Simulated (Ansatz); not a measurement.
# C2H7Sb: the cost of one run

Program: Ansatz 0.2.0. Level of theory: RHF/def2-SVP. These are calculated values, not measurements.

### 1 The structure to begin with

Bond lengths: C1–Sb2 2.100 Å, Sb2–C3 2.153 Å, C1–H4 1.063 Å, C1–H5 1.157 Å, C1–H6 1.120 Å, Sb2–H7 1.788 Å, C3–H8 1.041 Å, C3–H9 1.138 Å, C3–H10 1.136 Å. Angles (14 of 15 angles, heavy atoms first): C1–Sb2–C3 90.8°, C1–Sb2–H7 92.2°, C3–Sb2–H7 92.7°, Sb2–C1–H4 111.2°, Sb2–C1–H5 110.9°, Sb2–C1–H6 114.3°, Sb2–C3–H8 111.2°, Sb2–C3–H9 110.6°, Sb2–C3–H10 110.8°, H4–C1–H5 105.5°, H4–C1–H6 107.9°, H5–C1–H6 106.5°, H8–C3–H9 109.5°, H8–C3–H10 110.5°.

Coordinates:

```xyz
10

C    -0.8182    1.0248   -0.7519
Sb    0.5967   -0.4822   -1.1244
C     0.3926   -1.2145    0.8895
H    -1.7992    0.6223   -0.6808
H    -0.8567    1.7808   -1.6267
H    -0.6220    1.6210    0.1753
H     1.9578    0.5908   -0.6865
H    -0.5136   -1.7087    1.0208
H     1.2496   -1.9179    1.1481
H     0.4961   -0.3675    1.6396
```

### 2 Relaxing end A

Contents of input.yaml:

```yaml
crystal:
  periodic: [false, false, false]
  atoms:
    - { symbol: C, position_ang: [-0.8182, 1.0248, -0.7519] }
    - { symbol: Sb, position_ang: [0.5967, -0.4822, -1.1244] }
    - { symbol: C, position_ang: [0.3926, -1.2145, 0.8895] }
    - { symbol: H, position_ang: [-1.7992, 0.6223, -0.6808] }
    - { symbol: H, position_ang: [-0.8567, 1.7808, -1.6267] }
    - { symbol: H, position_ang: [-0.622, 1.621, 0.1753] }
    - { symbol: H, position_ang: [1.9578, 0.5908, -0.6865] }
    - { symbol: H, position_ang: [-0.5136, -1.7087, 1.0208] }
    - { symbol: H, position_ang: [1.2496, -1.9179, 1.1481] }
    - { symbol: H, position_ang: [0.4961, -0.3675, 1.6396] }
basis:
  gaussian: { orbitals: def2-SVP }
hamiltonian:
  xc: hf
relax:
  f_tol: 0.015
  max_steps: 40
```

Run with:

```
ansatz run input.yaml --threads 1 --pin off --max-ram 2048MiB --backend cpu --events-out ev --progress --plain --runs-dir out
```

Q: Estimate wall time and peak memory on 1 thread of an x86-64 CPU, shared host.

About 43 s, with a peak of 0.18 GiB.
